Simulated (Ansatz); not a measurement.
**Ge: how the settings move a single-point run**

How sensitive is a single-point run of Ge to its settings? A reference run comes first, then one run with altered input.

Method: reference: DFT, PBE, plane waves, PAW, in Ansatz 0.2.0.

1 further run of the same task is left out (it didn't finish).

## (1) Starting point

The structure is cubic, space group Fd-3m (No. 227). The conventional cell has a = 5.674 Å, b = 5.674 Å, c = 5.674 Å, α = 90.00°, β = 90.00°, γ = 90.00°. Ge (site symmetry -43m) has 4 Ge at 2.46 Å as nearest neighbours.

Structure file:

```xyz
2
Lattice="0.0000 2.8369 2.8369 2.8369 0.0000 2.8369 2.8369 2.8369 0.0000" Properties=species:S:1:pos:R:3 pbc="T T T"
Ge    0.0000    0.0000    0.0000
Ge    1.4184    1.4184    1.4184
```

## (2) The reference run

The input, input.yaml:

```yaml
crystal:
  lattice:
    - [0.0, 2.8368735121, 2.8368735121]
    - [2.8368735121, 0.0, 2.8368735121]
    - [2.8368735121, 2.8368735121, 0.0]
  atoms:
    - { symbol: Ge, position: [0.0, 0.0, 0.0] }
    - { symbol: Ge, position: [0.25, 0.25, 0.25] }
kpoints:
  mp_grid: { grid: [6, 6, 6] }
hamiltonian:
  xc: pbe
scf:
  occupations: { method: fermi_dirac, width: 0.02 }
  n_extra_bands: 4
output:
  forces: true
  stress: true
  eigenvalues: true
```

Run with:

```
> ansatz run input.yaml --threads 4 --pin off --max-ram 3686MiB --backend cpu --events-out ev --progress --plain --runs-dir out
```

## (3) Changed: dr2_threshold 1.0e-12

Edit input.yaml of step 2 so:

```diff
@@ -15,2 +15,4 @@
   n_extra_bands: 4
+  convergence: { dr2_threshold: 1.0e-12 }
+  max_iter: 84
 output:
```

Before running it: what results should come out? Wanted: for each run, ending; energy change; pressure; gap; force.

The runs gave:

| run | ending | energy change | pressure (GPa) | gap (eV) | force (eV/Å) | cycles | time |
| --- | --- | --- | --- | --- | --- | --- | --- |
| reference | converged | 0 | 3.1 | 0.00 | 0.00 | 6 | 0.67 s |
| 1: dr2_threshold 1.0e-12 | converged | 0.0 meV/atom | 3.1 | 0.00 | 0.00 | 9 | 0.77 s |

Residual by cycle in the longest SCF loop of each run; runs are numbered as in the table. The quantity is the density residual dr2, in eV.

```csv
cycle,reference,run 1
1,4.2e-4,4.2e-4
2,1.0e-4,1.0e-4
3,2.2e-5,2.2e-5
4,1.8e-6,1.8e-6
5,1.0e-7,1.0e-7
6,5.8e-9,5.9e-9
7,-,1.3e-10
8,-,1.3e-11
9,-,4.5e-13
```

**Reading.** With the changed convergence setting the energy agrees within 0.5 meV/atom. Cost: 9 SCF cycles against 6.
